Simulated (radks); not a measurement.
# Ionisation of I³⁺: one atom, several choices of exchange strength α

The task here is to estimate one member of a computed series from the others.

The numbers are computed with radks (a radial shooting solver on a logarithmic mesh, Libxc functionals) version 1 (Dirac Kohn-Sham, spin-unpolarised, spherical densities, finite nucleus; open shells fill j = l - 1/2 first), except any that are marked as measured or tabulated.

**What is computed**

| Item | Value |
| --- | --- |
| element | iodine (Z = 53) |
| charge | +3 |
| electrons | 50 |
| configuration | [Kr] 4d10 5s2 5p2 |
| ion | I⁴⁺, [Kr] 4d10 5s2 5p1 |
| choices | α = 0.667; α = 0.83; α = 0.833; α = 0.904; α = 0.925 |

The first run:

Settings of this run:

```text
Z 53
configuration [Kr] 4d10 5s2 5p2
relativity Dirac
functional xalpha 0.667
spin unpolarised
j_filling energy
nucleus finite rms 4.75 fm
c 137.035999084
```

Among the steps run: α = 0.667: I³⁺.

One table of the session follows, with a row left open; its other results are not shown here.

It belongs to the step «α = 0.667: I³⁺». Radial moments (bohr):

```
level     <r>  outermost maximum (interpolated)  90 % within  nodes
4s1/2       ?                                 ?            ?      ?
4p1/2  0.7723                             0.698         1.13      2
4p3/2  0.8009                             0.723         1.17      2
4d3/2  0.9117                             0.773         1.39      1
4d5/2  0.9230                             0.782         1.41      1
5s1/2   1.836                              1.65         2.64      4
5p1/2   2.077                              1.84         3.01      3
5p3/2   2.149                              1.91         3.11      3
```

Estimate the missing values for 4s1/2.

As computed: <r>: 0.7399; outermost maximum (interpolated): 0.681; 90 % within: 1.07; nodes: 3. In the column «<r>» it is the lowest.

Caveats from the session: Spin polarisation and multiplet splitting are left out, so open shells lie too high by an amount that depends on their filling.
